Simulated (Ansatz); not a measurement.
# SiH2O (oxosilane): B2PLYP/def2-TZVPP

Aim: the electronic atomisation energy of SiH2O (oxosilane) at B2PLYP/def2-TZVPP, from 4 runs. 

The calculation is run with Ansatz 0.2.0.

50 further runs of the same task are left out: 50 set aside as unsound or not needed.

### 1 The structure to begin with

SiH2O: 4 atoms, total charge 0, spin state singlet. As SMILES, `O=[SiH2]`. The coordinates come from a PBE0-D4/def2-TZVP relaxation.

Bond lengths: O1–Si2 1.516 Å, Si2–H3 1.485 Å, Si2–H4 1.486 Å. Angles: O1–Si2–H3 124.0°, O1–Si2–H4 124.0°, H3–Si2–H4 111.9°.

### 2 The energy at B2PLYP/def2-TZVPP

run.yaml

```yaml
crystal:
  periodic: [false, false, false]
  atoms:
    - symbol: O
      position_ang: [-0.283200, 0.413500, 1.469500]
    - symbol: Si
      position_ang: [-0.006700, 0.009800, 0.034900]
    - symbol: H
      position_ang: [0.439900, -1.346000, -0.376200]
    - symbol: H
      position_ang: [-0.150000, 0.922700, -1.128300]
basis:
  gaussian: {orbitals: def2-TZVPP}
hamiltonian: {xc: {name: B2PLYP}}
correlation: {frozen_orbitals: {H: 0, O: 1, Si: 5}}
accuracy: high
output: {orbitals: {seedname: orbitals}}
```

Started as:

```
$ ansatz run run.yaml --threads 1 --pin off --max-ram 3480MiB --events-out events.jsonl --progress --plain --runs-dir runs
```

Standard output:

```text
Warning: RAYON_NUM_THREADS=1 ignored (pool sized by the plan → 1); use --threads N
Functional definition: B2PLYP
  name "B2PLYP"
  parameter a = 0.53
  parameter c = 0.27
  exchange = (1 - a)*b88_x + a*exact_x
  correlation = (1 - c)*lyp_c + c*(mp2_os + mp2_ss)
1618 factors; integrals over basis functions are off by at most 3.1e-9 eV
mean field evaluation 1: about -9944.1023 eV, gradient 5.8e1 eV
mean field evaluation 2: about -9944.0990 eV, gradient 5.8e1 eV
mean field evaluation 4: about -9950.0613 eV, gradient 6.2e0 eV
mean field evaluation 8: about -9950.1619 eV, gradient 3.0e-1 eV
mean field evaluation 16: about -9950.1622 eV, gradient 9.0e-6 eV
mean field -9950.16217912 eV, -365.6617156204 hartree, gradient 7.8e-9 eV, S^2 0.000000; 0 other end points of the search recorded, 0 dependent functions left out
6 core orbitals not correlated: weight in the atoms' cores, before any rotation towards them, 1.000 or more for the frozen orbitals, at most 0.000 for the correlated occupied ones
reference -9950.16220072 eV, -365.6617164144 hartree; 6, 6 occupied and 89, 89 virtual orbitals, 1618 factors
second order -12.19668925 eV of doubles, -0.00000000 eV of singles
Total energy: -9953.45530682 eV, -365.7827358314 hartree
```

Wall time 5.7 s (1 thread of Arm Neoverse V2, shared host); peak memory 0.23 GiB.

### 3 The H atom

job.yaml

```yaml
crystal:
  periodic: [false, false, false]
  atoms:
    - {symbol: H, position_ang: [0.000000, 0.000000, 0.000000]}
basis:
  gaussian: {orbitals: def2-TZVPP}
magnetization: {spin_polarized: true, initial_magnetization: 1}
hamiltonian: {xc: {name: B2PLYP}}
correlation: {frozen_orbitals: {H: 0}}
accuracy: high
```

Run the same way, it converges to -0.49861 Eh (log not shown).

### 4 The O atom, same level

molecule.yaml

```yaml
crystal:
  periodic: [false, false, false]
  atoms:
    - {symbol: O, position_ang: [0.000000, 0.000000, 0.000000]}
basis:
  gaussian:
    orbitals: def2-TZVPP
magnetization:
  spin_polarized: true
  initial_magnetization: 2
hamiltonian:
  xc: {name: B2PLYP}
correlation:
  frozen_orbitals: {O: 1}
accuracy: high
```

Run the same way, it converges to -75.05191 Eh (log not shown).

### 5 The Si atom at the same level

in.yaml

```yaml
crystal:
  periodic: [false, false, false]
  atoms:
    - {symbol: Si, position_ang: [0.000000, 0.000000, 0.000000]}
basis:
  gaussian:
    orbitals: def2-TZVPP
correlation:
  frozen_orbitals: {Si: 5}
hamiltonian:
  xc: {name: B2PLYP}
magnetization:
  spin_polarized: true
  initial_magnetization: 2
accuracy: high
```

Run the same way, it converges to -289.25332 Eh (log not shown).

### 6 Outcome

Level: B2PLYP/def2-TZVPP, 6 core orbitals frozen.

| quantity | value |
| --- | --- |
| molecule: total energy | -365.78274 Eh |
| molecule: HOMO energy (SCF part's orbitals) | -9.69 eV |
| molecule: LUMO energy (SCF part's orbitals) | -1.00 eV |
| molecule: HOMO–LUMO gap (SCF part's orbitals) | 8.69 eV |
| H atom: total energy | -0.49861 Eh |
| H atom: ⟨S²⟩ | 0.750 |
| O atom: total energy | -75.05191 Eh |
| O atom: ⟨S²⟩ | 2.005 |
| Si atom: total energy | -289.25332 Eh |
| Si atom: ⟨S²⟩ | 2.007 |
| electronic atomisation energy | 13.069 eV |

**Reading.** Taking the molecule apart into free atoms costs 13.07 eV (301 kcal/mol), before zero-point energy and without spin-orbit coupling.
